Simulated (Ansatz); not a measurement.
# Ba2MgOsC6N6: the cost of one run

Method: DFT PBE, scalar-relativistic, plane waves, PAW, in Ansatz 0.2.0.

## 1. The structure to begin with

Symmetry: Fm-3m, No. 225, cubic system. The conventional cell has a = 10.282 Å, b = 10.282 Å, c = 10.282 Å, α = 90.00°, β = 90.00°, γ = 90.00°. Ba (site symmetry -43m) is surrounded by 12 N at 3.67 Å and 12 C at 3.70 Å. Mg (site symmetry m-3m) is surrounded by 6 N at 2.08 Å. Os (site symmetry m-3m) is surrounded by 6 C at 1.90 Å. C (site symmetry 4mm) is surrounded by 1 N at 1.17 Å and 1 Os at 1.90 Å. Around N (site symmetry 4mm) lie 1 C at 1.17 Å.

Coordinates:

```cif
data_structure
_symmetry_space_group_name_H-M 'P 1'
_symmetry_Int_Tables_number 1
_cell_length_a 7.2705
_cell_length_b 7.2705
_cell_length_c 7.2705
_cell_angle_alpha 60.000
_cell_angle_beta 60.000
_cell_angle_gamma 60.000
_cell_volume 271.75
loop_
_atom_site_label
_atom_site_type_symbol
_atom_site_fract_x
_atom_site_fract_y
_atom_site_fract_z
_atom_site_occupancy
Ba1 Ba 0.25000 0.25000 0.25000 1
Ba2 Ba 0.75000 0.75000 0.75000 1
Mg1 Mg 0.50000 0.50000 0.50000 1
Os1 Os 0.00000 0.00000 0.00000 1
C1 C 0.81560 0.18440 0.18440 1
C2 C 0.18440 0.81560 0.18440 1
C3 C 0.18440 0.18440 0.81560 1
C4 C 0.18440 0.81560 0.81560 1
C5 C 0.81560 0.18440 0.81560 1
C6 C 0.81560 0.81560 0.18440 1
N1 N 0.70181 0.29819 0.29819 1
N2 N 0.29819 0.70181 0.29819 1
N3 N 0.29819 0.29819 0.70181 1
N4 N 0.29819 0.70181 0.70181 1
N5 N 0.70181 0.29819 0.70181 1
N6 N 0.70181 0.70181 0.29819 1
```

A structure generator made this guess: cyanide-bridged rock-salt net of two metals, 2 guest cations a cell (Fm-3m, No. 225). Its size is a rough estimate.

## 2. The guess as it stands, on a coarse mesh

The input, input.yaml:

```yaml
crystal:
  lattice:
    - [0.0, 5.141, 5.141]
    - [5.141, 0.0, 5.141]
    - [5.141, 5.141, 0.0]
  atoms:
    - { symbol: Ba, position: [0.25, 0.25, 0.25] }
    - { symbol: Ba, position: [0.75, 0.75, 0.75] }
    - { symbol: Mg, position: [0.5, 0.5, 0.5] }
    - { symbol: Os, position: [0.0, 0.0, 0.0], spin: 1.0 }
    - { symbol: C, position: [0.81560008, 0.18439992, 0.18439992] }
    - { symbol: C, position: [0.18439992, 0.81560008, 0.18439992] }
    - { symbol: C, position: [0.18439992, 0.18439992, 0.81560008] }
    - { symbol: C, position: [0.18439992, 0.81560008, 0.81560008] }
    - { symbol: C, position: [0.81560008, 0.18439992, 0.81560008] }
    - { symbol: C, position: [0.81560008, 0.81560008, 0.18439992] }
    - { symbol: "N", position: [0.70180899, 0.29819101, 0.29819101] }
    - { symbol: "N", position: [0.29819101, 0.70180899, 0.29819101] }
    - { symbol: "N", position: [0.29819101, 0.29819101, 0.70180899] }
    - { symbol: "N", position: [0.29819101, 0.70180899, 0.70180899] }
    - { symbol: "N", position: [0.70180899, 0.29819101, 0.70180899] }
    - { symbol: "N", position: [0.70180899, 0.70180899, 0.29819101] }
basis:
  ecutwfc: 420
kpoints:
  mp_grid: { grid: [4, 4, 4] }
hamiltonian:
  xc: pbe
scf:
  occupations: { method: gaussian, width: 0.1 }
  lower_state_search: "off"
output:
  forces: true
  stress: true
  eigenvalues: true
  populations: true
magnetization:
  spin_polarized: true
```

Run with:

```console
$ ansatz run input.yaml --threads 1 --pin off --max-ram 2560MiB --backend cpu --events-out ev --progress --plain --runs-dir out
```

Q: Estimate wall time and peak memory on 1 thread of Intel Xeon Platinum 8488C (Sapphire Rapids), shared host.

About 25 s, with a peak of 0.82 GiB.
